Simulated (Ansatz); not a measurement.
# C₂H₅Ge radical: one species, many methods

An exercise on one series of results from a longer session: the logs are not shown, and one member is left open.

Computed with Ansatz 0.2.0, Gaussian basis. Level: functionals in def2-TZVPP, the program's frozen cores in correlated methods.

The runs, in order: LDA (SPW92), PBE-D4, revPBE-D4, BLYP-D4, r2SCAN-D4, B97M-V, PBE0-D4, B3LYP-D4, r2SCANh-D4, r2SCAN0-D4, HSE06-D4, BHLYP-D4, CAM-B3LYP-D4, LC-ωPBE, ωB97X-V, ωB97M-V, B2PLYP, PBE-QIDH; CCSD(T)/def2-SVP; CCSD(T)/def2-TZVPP; MP2/def2-QZVPP; extrapolation to the limit; RPA on PBE.

### The relaxed structure

An earlier PBE0-D4 in a triple-zeta def2 set relaxation fixed the geometry.

SMILES `C=[CH][GeH2]`, 8 atoms, charge 0, spin multiplicity 2.

Atoms are counted from 1 here; the program's logs count them from 0.

Bond lengths: C1–C2 1.334 Å, C1–H4 1.086 Å, C1–H5 1.086 Å, C2–Ge3 1.920 Å, C2–H6 1.088 Å, Ge3–H7 1.542 Å, Ge3–H8 1.541 Å. Angles: C2–C1–H4 121.8°, C2–C1–H5 122.0°, H4–C1–H5 116.2°, C1–C2–Ge3 123.7°, C1–C2–H6 118.9°, Ge3–C2–H6 117.3°, C2–Ge3–H7 111.3°, C2–Ge3–H8 112.7°, H7–Ge3–H8 112.0°.

The first run:

Input file in.yaml:

```yaml
crystal:
  periodic: [false, false, false]
  atoms:
    - {symbol: C, position_ang: [-0.562366, 1.104140, -0.571678]}
    - {symbol: C, position_ang: [-0.575458, 0.045870, 0.240681]}
    - {symbol: Ge, position_ang: [0.997796, -0.936213, 0.736775]}
    - {symbol: H, position_ang: [-1.466856, 1.660754, -0.800157]}
    - {symbol: H, position_ang: [0.348949, 1.453166, -1.048769]}
    - {symbol: H, position_ang: [-1.514543, -0.250786, 0.702391]}
    - {symbol: H, position_ang: [2.146158, -0.697594, -0.264046]}
    - {symbol: H, position_ang: [0.718420, -2.436535, 0.948904]}
basis:
  gaussian: {orbitals: def2-TZVPP}
magnetization: {spin_polarized: true, initial_magnetization: 1}
hamiltonian: {xc: lda}
output: {orbitals: {seedname: orbitals}}
```

Steps of the session up to this table: LDA; PBE-D4 (GGA); revPBE-D4 (GGA); BLYP-D4 (GGA); r2SCAN-D4 (meta-GGA); B97M-V (meta-GGA); PBE0-D4 (hybrid); B3LYP-D4 (hybrid); r2SCANh-D4 (hybrid); r2SCAN0-D4 (hybrid); HSE06-D4 (hybrid); BHLYP-D4 (hybrid); CAM-B3LYP-D4 (range-separated); LC-ωPBE-D4 (range-separated; the results give it without D4); ωB97X-V (range-separated); ωB97M-V (range-separated); B2PLYP (double hybrid); PBE-QIDH (double hybrid).

One table of the session follows, with a row left open; its other results are not shown here.

It belongs to the step «Frontier levels by functional». 

| functional | HOMO (eV) | LUMO (eV) | gap (eV) |
| --- | --- | --- | --- |
| LDA (SPW92) | -4.75 | -3.86 | 0.89 |
| PBE-D4 | ? | ? | ? |
| revPBE-D4 | -4.69 | -3.34 | 1.35 |
| BLYP-D4 | -4.50 | -3.50 | 1.00 |
| r2SCAN-D4 | -5.07 | -3.08 | 1.99 |
| B97M-V | -4.85 | -3.56 | 1.29 |
| PBE0-D4 | -5.73 | -2.53 | 3.21 |
| B3LYP-D4 | -5.46 | -2.92 | 2.54 |
| r2SCANh-D4 | -5.45 | -2.75 | 2.70 |
| r2SCAN0-D4 | -6.01 | -2.26 | 3.75 |
| HSE06-D4 | -5.34 | -2.90 | 2.44 |
| BHLYP-D4 | -6.55 | -1.67 | 4.88 |
| CAM-B3LYP-D4 | -6.88 | -1.61 | 5.27 |
| LC-ωPBE | -8.28 | -0.19 | 8.09 |
| ωB97X-V | -7.77 | -0.65 | 7.12 |
| ωB97M-V | -7.64 | -0.74 | 6.90 |

Q: Estimate the row for PBE-D4 from the others.

As computed: HOMO (eV): -4.72; LUMO (eV): -3.48; gap (eV): 1.24. In the column «HOMO (eV)» it lies between LDA (SPW92) (-4.75) and revPBE-D4 (-4.69).
